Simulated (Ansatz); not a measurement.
# FGaHO− (SMILES [O-][GaH][F]): single points off equilibrium

The task here is to estimate one member of a computed series from the others.

The runs use Ansatz 0.2.0, Gaussian basis; single points in def2-TZVPPD.

Correlated methods freeze the cores. Filled d shells of the heavier atoms are correlated. B3LYP uses VWN-RPA correlation.

## The system as given

4 atoms, charge -1, spin multiplicity 1.

Atoms are counted from 1 here; the program's logs count them from 0.

Bond lengths: O1–Ga2 1.710 Å, Ga2–F3 1.827 Å, Ga2–H4 1.593 Å. Angles: O1–Ga2–F3 126.7°, O1–Ga2–H4 135.3°, F3–Ga2–H4 97.9°.

Coordinates:

```tsv
atom	x (Å)	y (Å)	z (Å)
O1	-1.5523	-0.4445	0.8972
Ga2	-0.1486	0.0358	0.0464
F3	1.5591	-0.5425	0.3411
H4	0.1587	1.0174	-1.1695
```

The first run:

File run/in.yaml:

```yaml
crystal:
  periodic: [false, false, false]
  atoms:
    - {symbol: O, position_ang: [-1.552300, -0.444500, 0.897200]}
    - {symbol: Ga, position_ang: [-0.148600, 0.035800, 0.046400]}
    - {symbol: F, position_ang: [1.559100, -0.542500, 0.341100]}
    - {symbol: H, position_ang: [0.158700, 1.017400, -1.169500]}
basis:
  gaussian: {orbitals: "def2-TZVPPD.json"}
total_charge: -1
correlation: {method: ccsd_t}
output: {forces: true}
```

The basis file named in the input lies beside it (Basis Set Exchange, JSON).

The command line of these runs was not kept.

Steps of the session up to this table: CCSD(T)/def2-TZVPPD; PBE0-D4/def2-TZVPPD; wB97M-V/def2-TZVPPD; r2SCAN-D4/def2-TZVPPD; PBE-D4/def2-TZVPPD; BLYP-D4/def2-TZVPPD; B3LYP-D4/def2-TZVPPD.

One of the session's tables, all rows but one given; the rest of the session is left out.

| method | RMS force component (eV/Å) | angle to CCSD(T) forces (°) |
| --- | --- | --- |
| CCSD(T) | 0.132 | reference |
| PBE0-D4 | 0.183 | 65.0 |
| wB97M-V | 0.196 | 54.4 |
| r2SCAN-D4 | 0.161 | 47.7 |
| PBE-D4 | ? | ? |
| BLYP-D4 | 0.384 | 43.4 |
| B3LYP-D4 | 0.195 | 35.4 |

Estimate the missing values for PBE-D4.

**Answer.** RMS force component (eV/Å): 0.281; angle to CCSD(T) forces (°): 42.0. In the column «RMS force component (eV/Å)» it lies between wB97M-V (0.196) and BLYP-D4 (0.384).
